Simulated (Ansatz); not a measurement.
# Al2O5: the cost of one run

Program: Ansatz 0.2.0. Level of theory: the levels named in each step. These are calculated values, not measurements.

## (1) The structure to begin with

Bond lengths: O1–O2 1.323 Å, O2–Al3 1.841 Å, Al3–O4 1.845 Å, O4–Al5 1.847 Å, Al5–O6 1.847 Å, Al3–O7 1.844 Å, Al5–O7 1.848 Å. Angles (14 of 15 angles, heavy atoms first): O1–O2–Al3 112.0°, O2–Al3–O4 130.2°, O2–Al3–Al5 175.8°, O2–Al3–O7 136.9°, O4–Al3–Al5 47.2°, O4–Al3–O7 86.2°, Al5–Al3–O7 47.2°, Al3–O4–Al5 85.6°, Al3–Al5–O4 47.1°, Al3–Al5–O6 126.9°, Al3–Al5–O7 47.1°, O4–Al5–O6 129.5°, O4–Al5–O7 86.1°, O6–Al5–O7 127.5°.

As a file:

```xyz
7

O    -2.9733   -1.2160   -0.1214
O    -2.5785    0.0423   -0.2273
Al   -0.7495    0.2061   -0.0905
O     0.3462    0.1174    1.3917
Al    1.7433    0.2745    0.1939
O     2.9598   -0.9988   -0.3643
O     0.5699    1.2446   -0.8531
```

## (2) A rough first relaxation, PBE-D4/def2-SVPD

File input.yaml:

```yaml
crystal:
  periodic: [false, false, false]
  atoms:
    - { symbol: O, position_ang: [-2.97325, -1.21601, -0.12138] }
    - { symbol: O, position_ang: [-2.57855, 0.04235, -0.22726] }
    - { symbol: Al, position_ang: [-0.74947, 0.20613, -0.09047] }
    - { symbol: O, position_ang: [0.34621, 0.11743, 1.39171] }
    - { symbol: Al, position_ang: [1.74326, 0.27447, 0.19387] }
    - { symbol: O, position_ang: [2.95979, -0.9988, -0.36434] }
    - { symbol: O, position_ang: [0.56986, 1.24455, -0.85311] }
magnetization:
  spin_polarized: true
  initial_magnetization: 1
total_charge: -1
basis:
  gaussian: { orbitals: def2-SVPD }
hamiltonian:
  xc: pbe
  dispersion: d4
relax:
  f_tol: 0.03
  max_steps: 200
```

Command:

```sh
> ansatz run input.yaml --threads 4 --pin off --max-ram 10240MiB --backend cpu --events-out ev --progress --plain --runs-dir out
```

Q: Estimate wall time and peak memory on 4 threads of Arm Neoverse N1, shared host.

About 3.5 min, with a peak of 0.54 GiB.
